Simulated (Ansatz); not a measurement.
**CH7InO3Si: taking an electron away**

The task here is to estimate one member of a computed series from the others.

Program: Ansatz 0.2.0, Gaussian basis. Level of theory: unrestricted cation, the program's frozen cores in correlated methods. These are calculated values, not measurements.

The runs, in order: UKS PBE-D4/def2-TZVPP; UKS r2SCAN-D4/def2-TZVPP; UKS wB97M-V/def2-TZVPP; UKS B2PLYP/def2-TZVPP; then −ε(HOMO) from the neutral's earlier runs with LDA (SPW92), PBE-D4, revPBE-D4, BLYP-D4, r2SCAN-D4, B97M-V, PBE0-D4, B3LYP-D4, r2SCANh-D4, r2SCAN0-D4, HSE06-D4, BHLYP-D4, CAM-B3LYP-D4, LC-ωPBE, ωB97X-V, ωB97M-V.

4 further runs of the same task are left out: 4 that didn't finish.

**The relaxed structure**

The geometry comes from an earlier relaxation with PBE0-D4 in a triple-zeta def2 set; it is a stationary point, not always the lowest conformer. In takes the def2 core potential; no spin-orbit term is included.

13 atoms, charge 0, spin multiplicity 1.

Atoms are counted from 1 here; the program's logs count them from 0.

Bond lengths: C1–O2 1.410 Å, C1–H7 1.097 Å, C1–H8 1.094 Å, C1–H9 1.097 Å, O2–In3 1.962 Å, In3–O4 1.959 Å, In3–O5 1.981 Å, O4–H10 0.962 Å, O5–Si6 1.627 Å, Si6–H11 1.492 Å, Si6–H12 1.487 Å, Si6–H13 1.492 Å. Angles: O2–C1–H7 112.9°, O2–C1–H8 107.7°, O2–C1–H9 112.7°, H7–C1–H8 107.7°, H7–C1–H9 107.9°, H8–C1–H9 107.8°, C1–O2–In3 120.7°, O2–In3–O4 124.9°, O2–In3–O5 119.1°, O4–In3–O5 116.0°, In3–O4–H10 110.7°, In3–O5–Si6 138.6°, O5–Si6–H11 111.6°, O5–Si6–H12 109.3°, O5–Si6–H13 111.5°, H11–Si6–H12 108.5°, H11–Si6–H13 107.4°, H12–Si6–H13 108.5°.

Geometry (Å):

```
C     0.05618   -1.54543    1.50052
O     1.33590   -1.16740    1.04554
In    1.54054    0.21416   -0.33242
O     3.25228    0.82059   -1.06783
O    -0.07781    1.09476   -1.05974
Si   -1.69235    1.03145   -0.86618
H    -0.51021   -0.70751    1.92612
H     0.19107   -2.29060    2.29037
H    -0.55559   -2.00081    0.71188
H     3.11427    1.50669   -1.72720
H    -2.22528   -0.33390   -1.14738
H    -2.33781    1.99124   -1.80106
H    -2.09119    1.38676    0.52738
```

The first run:

File in.yaml:

```yaml
crystal:
  periodic: [false, false, false]
  atoms:
    - {symbol: C, position_ang: [0.056181, -1.545428, 1.500521]}
    - {symbol: O, position_ang: [1.335904, -1.167400, 1.045541]}
    - {symbol: In, position_ang: [1.540538, 0.214160, -0.332420]}
    - {symbol: O, position_ang: [3.252276, 0.820585, -1.067834]}
    - {symbol: O, position_ang: [-0.077814, 1.094759, -1.059738]}
    - {symbol: Si, position_ang: [-1.692353, 1.031448, -0.866177]}
    - {symbol: H, position_ang: [-0.510214, -0.707507, 1.926116]}
    - {symbol: H, position_ang: [0.191074, -2.290602, 2.290373]}
    - {symbol: H, position_ang: [-0.555588, -2.000805, 0.711877]}
    - {symbol: H, position_ang: [3.114270, 1.506688, -1.727201]}
    - {symbol: H, position_ang: [-2.225281, -0.333901, -1.147378]}
    - {symbol: H, position_ang: [-2.337806, 1.991245, -1.801064]}
    - {symbol: H, position_ang: [-2.091186, 1.386758, 0.527375]}
basis:
  gaussian: {orbitals: def2-TZVPP}
total_charge: 1
magnetization: {spin_polarized: true, initial_magnetization: 1}
hamiltonian: {xc: pbe, dispersion: d4}
```

Run with:

```console
$ ansatz run in.yaml --threads 2 --pin off --events-out ev --progress --plain --max-ram 32768MiB --backend cpu
```

Steps of the session up to this table: Cation, UKS PBE-D4/def2-TZVPP; Cation, UKS r2SCAN-D4/def2-TZVPP; Cation, UKS wB97M-V/def2-TZVPP; Cation, UKS B2PLYP (frozen core)/def2-TZVPP.

One table of the session follows, with a row left open; its other results are not shown here.

It belongs to the step «Ionisation energies side by side». For comparison, −ε(HOMO) of the neutral from earlier runs:

| functional | −ε(HOMO) (eV) |
| --- | --- |
| LDA (SPW92) | 6.64 |
| PBE-D4 | 6.47 |
| revPBE-D4 | 6.40 |
| BLYP-D4 | 6.39 |
| r2SCAN-D4 | 6.78 |
| B97M-V | 6.91 |
| PBE0-D4 | 8.01 |
| B3LYP-D4 | 7.79 |
| r2SCANh-D4 | ? |
| r2SCAN0-D4 | 8.24 |
| HSE06-D4 | 7.60 |
| BHLYP-D4 | 9.53 |
| CAM-B3LYP-D4 | 9.48 |
| LC-ωPBE | 10.80 |
| ωB97X-V | 10.48 |
| ωB97M-V | 10.42 |

Estimate the missing values for r2SCANh-D4.

Worked estimate for «−ε(HOMO) (eV)». Against the share of exact exchange, r2SCAN-D4 (0, 6.78), r2SCAN0-D4 (0.25, 8.24) give a slope of 5.84 per unit share; at 0.1 the line stands at 7.36.

**Answer.** −ε(HOMO) (eV): 7.36. In «−ε(HOMO) (eV)» the line misses by 0.00.
